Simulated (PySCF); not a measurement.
# A diatomic session: InF+

An exercise on one series of results from a longer session: the logs are not shown, and one member is left open.

Program: PySCF 2.14.0. Level of theory: In cc-pVDZ-PP with ECP28, F cc-pVDZ, scalar-relativistic core potentials. These are calculated values, not measurements.

The first run:

A driver script around PySCF takes these settings:

| Property | Result |
| --- | --- |
| atoms | In, F |
| charge | 1 |
| basis | In cc-pVDZ-PP with ECP28, F cc-pVDZ |
| Hamiltonian | scalar-relativistic core potentials |
| basis functions | 37 |
| electrons treated | 29 |
| masses in u | 114.9039, 18.9984 |
| levels | PBE0, PBE, r²SCAN, BLYP, BHandHLYP, M06-L, LC-ωPBE, HF, MP2, SCS-MP2, CCSD, CCSD(T) |
| grid | 80 radial by 434 angular points |
| occupations | held fixed by the projection of orbital angular momentum |
| dissociation limit | In+ + F, each in its ground configuration |
| starting distance in angstrom | 2.105 |
| values of 2S to try | 1, 3 |

Launch:

```sh
> OMP_NUM_THREADS=1 python dia.py task.json out
```

Steps of the session up to this table: The job; The PBE0 curve of the state that the search chose; Excited determinants; PBE (GGA); r²SCAN (meta-GGA); BLYP (GGA); BHandHLYP (global hybrid GGA); M06-L; LC-ωPBE; UHF (mean field); MP2 and coupled cluster.

One table of the session follows, with a row left open; its other results are not shown here.

It belongs to the step «The curves together». Energy (eV) from each level's lowest point:

```
R (Å)    UHF  UHF-MP2  UHF-SCS-MP2  UHF-CCSD  UHF-CCSD(T)
1.696  0.914    1.010        1.016       n/a          n/a
1.775  0.316    0.371        0.375     0.397        0.412
1.854  0.050    0.067        0.070     0.085        0.091
1.913  0.001    0.000        0.000     0.000        0.000
1.972      ?        ?            ?         ?            ?
2.031  0.104    0.251        0.227     0.055        0.065
2.110  0.156    0.716        0.630     0.169        0.204
2.209  0.138    1.052        0.896     0.347        0.393
2.327  0.079    1.206        1.000     0.527        0.585
2.485  0.000    1.261        1.019       n/a          n/a
```

**Question.** Estimate the row for R (Å) = 1.972.

Worked estimate for «UHF». A straight line through the neighbours (1.913, 0.001) and (2.031, 0.104) gives 0.001 + (0.104 − 0.001) × (1.972 − 1.913) / (2.031 − 1.913) = 0.052; a parabola fitted to 4 rows on both sides gives 0.044.

The run gave: UHF: 0.034; UHF-MP2: 0.048; UHF-SCS-MP2: 0.043; UHF-CCSD: 0.001; UHF-CCSD(T): 0.000. In «UHF» the line misses by +0.018 and the parabola by +0.010.
